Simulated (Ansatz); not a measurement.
**TiBr₄: ionisation energy by level of theory**

One table from this session's results is given with a row withheld; the runs are named, their logs left out.

Method: unrestricted cation, the program's frozen cores in correlated methods; program: Ansatz 0.2.0, Gaussian basis.

Plan: UKS PBE-D4/def2-TZVPP; UKS r2SCAN-D4/def2-TZVPP; UKS PBE0-D4/def2-TZVPP; UKS B3LYP-D4/def2-TZVPP; UKS B2PLYP/def2-TZVPP; UHF-CCSD(T)/def2-TZVPP; UHF-MP2/def2-QZVPP; extrapolation to the limit; then −ε(HOMO) from the neutral's earlier runs with LDA (SPW92), PBE-D4, revPBE-D4, BLYP-D4, r2SCAN-D4, B97M-V, PBE0-D4, B3LYP-D4, r2SCANh-D4, r2SCAN0-D4, HSE06-D4, BHLYP-D4, CAM-B3LYP-D4, LC-ωPBE, ωB97X-V, ωB97M-V.

2 further runs of the same task are left out: 2 that didn't finish.

### Structure used throughout

An earlier PBE0-D4 in a triple-zeta def2 set relaxation fixed the geometry.

SMILES `[Br][Ti]([Br])([Br])[Br]`, 5 atoms, charge 0, spin multiplicity 1.

Atoms are counted from 1 here; the program's logs count them from 0.

Bond lengths: Br1–Ti2 2.314 Å, Ti2–Br3 2.314 Å, Ti2–Br4 2.314 Å, Ti2–Br5 2.314 Å. Angles: Br1–Ti2–Br3 109.5°, Br1–Ti2–Br4 109.5°, Br1–Ti2–Br5 109.5°, Br3–Ti2–Br4 109.5°, Br3–Ti2–Br5 109.5°, Br4–Ti2–Br5 109.5°.

Set-up of the first run:

Contents of in.yaml:

```yaml
crystal:
  periodic: [false, false, false]
  atoms:
    - {symbol: Br, position_ang: [-1.072582, -0.011780, 2.037415]}
    - {symbol: Ti, position_ang: [0.009953, -0.014724, -0.008272]}
    - {symbol: Br, position_ang: [1.972885, -1.229380, 0.159395]}
    - {symbol: Br, position_ang: [-1.360169, -0.979402, -1.604773]}
    - {symbol: Br, position_ang: [0.499712, 2.161586, -0.625164]}
basis:
  gaussian: {orbitals: def2-TZVPP}
total_charge: 1
magnetization: {spin_polarized: true, initial_magnetization: 1}
hamiltonian: {xc: pbe, dispersion: d4}
```

On the command line:

```
$ ansatz run in.yaml --threads 2 --pin off --events-out ev --progress --plain --max-ram 32768MiB --backend cpu
```

Among the steps run: Cation, UKS PBE-D4/def2-TZVPP; Cation, UKS r2SCAN-D4/def2-TZVPP; Cation, UKS PBE0-D4/def2-TZVPP; Cation, UKS B3LYP-D4/def2-TZVPP; Cation, UKS B2PLYP (frozen core)/def2-TZVPP; Cation, UHF-CCSD(T)/def2-TZVPP; Cation, UHF-MP2/def2-QZVPP.

One table of the session follows, with a row left open; its other results are not shown here.

For comparison, −ε(HOMO) of the neutral from earlier runs:

| functional | −ε(HOMO) (eV) |
| --- | --- |
| LDA (SPW92) | 7.72 |
| PBE-D4 | 7.54 |
| revPBE-D4 | 7.49 |
| BLYP-D4 | 7.35 |
| r2SCAN-D4 | 7.91 |
| B97M-V | 7.94 |
| PBE0-D4 | 8.77 |
| B3LYP-D4 | 8.50 |
| r2SCANh-D4 | 8.35 |
| r2SCAN0-D4 | 9.01 |
| HSE06-D4 | 8.38 |
| BHLYP-D4 | 9.83 |
| CAM-B3LYP-D4 | 10.01 |
| LC-ωPBE | 11.38 |
| ωB97X-V | ? |
| ωB97M-V | 10.87 |

Estimate the missing values for ωB97X-V.

**Answer.** −ε(HOMO) (eV): 11.02. In the column «−ε(HOMO) (eV)» it lies between ωB97M-V (10.87) and LC-ωPBE (11.38).

Caveats from the session: The cation may have settled in a state other than its lowest; no search over hole states beyond the program's own was made. In point group Td the highest level is often degenerate; the cation then breaks the symmetry, and the runs may pick different components.
